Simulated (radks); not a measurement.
# Ir with its nuclear charge varied continuously

Aim: the energy of 77 electrons in [Xe] 4f14 5d7 6s2 as the nuclear charge moves through non-integer values, and a test of dE/dZ = E(electron-nucleus)/Z.

The numbers are computed with radks (a radial shooting solver on a logarithmic mesh, Libxc functionals) version 1 (scalar-relativistic Kohn-Sham, PBE, spin-polarised, spherical densities, point nucleus; open shells are filled with parallel spins first), except any that are marked as measured or tabulated.

## Step 1: The system

| Quantity | Value |
| --- | --- |
| element | iridium (Z = 77) |
| charge | 0 |
| electrons | 77 |
| configuration | [Xe] 4f14 5d7 6s2 |

The outer shells:

Ir
```
[Xe] core
4f [↑↓][↑↓][↑↓][↑↓][↑↓][↑↓][↑↓]
5d [↑↓][↑↓][↑ ][↑ ][↑ ]
6s [↑↓]
```

## Step 2: Z = 77

Input:

```text
Z 77
configuration [Xe] 4f14 5d7 6s2
relativity scalar-relativistic
functional pbe,pbe
spin polarised
nucleus point
c 137.035999084
```

## Step 3: Z = 76.75

Changes since step 2:

```diff
@@ -1,2 +1,2 @@
-Z 77
+Z 76.75
 configuration [Xe] 4f14 5d7 6s2
```

## Step 4: Z = 77.25

Changes since step 3:

```diff
@@ -1,2 +1,2 @@
-Z 76.75
+Z 77.25
 configuration [Xe] 4f14 5d7 6s2
```

## Step 5: Z = 77.5

Changes since step 4:

```diff
@@ -1,2 +1,2 @@
-Z 77.25
+Z 77.5
 configuration [Xe] 4f14 5d7 6s2
```

## Step 6: Z = 77.75

Changes since step 5:

```diff
@@ -1,2 +1,2 @@
-Z 77.5
+Z 77.75
 configuration [Xe] 4f14 5d7 6s2
```

## Step 7: Z = 78

Changes since step 6:

```diff
@@ -1,2 +1,2 @@
-Z 77.75
+Z 78
 configuration [Xe] 4f14 5d7 6s2
```

Before running it: what results should come out? Wanted: for each run, Z; E; E(electron-nucleus)/Z; highest level; its energy; <r>.

As calculated:

| Z | E (hartree) | E(electron-nucleus)/Z (hartree) | highest level | its energy (eV) | <r> (bohr) |
| --- | --- | --- | --- | --- | --- |
| 76.75 | -17683.0877 | -571.702 | 5d down | -3.638 | 1.816 |
| 77 | -17827.6003 | -574.593 | 6s down | -5.810 | 2.975 |
| 77.25 | -17972.8516 | -577.487 | 6s down | -7.808 | 2.864 |
| 77.5 | -18118.8423 | -580.382 | 6s down | -9.930 | 2.767 |
| 77.75 | -18265.5732 | -583.281 | 6s down | -12.165 | 2.681 |
| 78 | -18413.0454 | -586.183 | 6s down | -14.509 | 2.603 |

**Reading.** At Z = 77 the central difference of E is -579.528 hartree, against -574.593 from the Hellmann-Feynman theorem; the scalar-relativistic energy here is not variational, so the two differ by a part that grows with Z. The top level goes from -3.638 eV at Z = 76.75 to -14.509 eV at Z = 78. Between Z = 76.75 and 77 the top level changes from 5d down to 6s down, so the curve of the top level has a kink there, while E(Z) stays smooth.
